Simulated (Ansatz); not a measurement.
A run of Ansatz 0.2.0 is set up as follows.

input.yaml

```yaml
crystal:
  lattice:
    - [2.89515, 0.0, 0.0]
    - [0.0, 2.89515, 0.0]
    - [0.0, 0.0, 2.89515]
  atoms:
    - { symbol: Mg, position: [0.0, 0.0, 0.0] }
    - { symbol: B, position: [0.5, 0.5, 0.5] }
hamiltonian:
  xc: pbe
  pseudopotentials: { kind: paw }
kpoints:
  mp_grid: { grid: [9, 9, 9] }
scf:
  occupations: { method: gaussian, width: 0.03 }
output:
  forces: true
  stress: true
  eigenvalues: true
```

Potentials or basis: Ansatz PAW.

Command:

```console
$ ansatz run input.yaml --threads 2 --pin off --max-ram 5632MiB --backend cpu --events-out ev --progress --plain --runs-dir out
```

(1) What does it give for the band gap on the k mesh?

(2) What does it give for the pressure?

Results:

(1) none (metal or under the smearing width).

(2) 0.3 GPa.
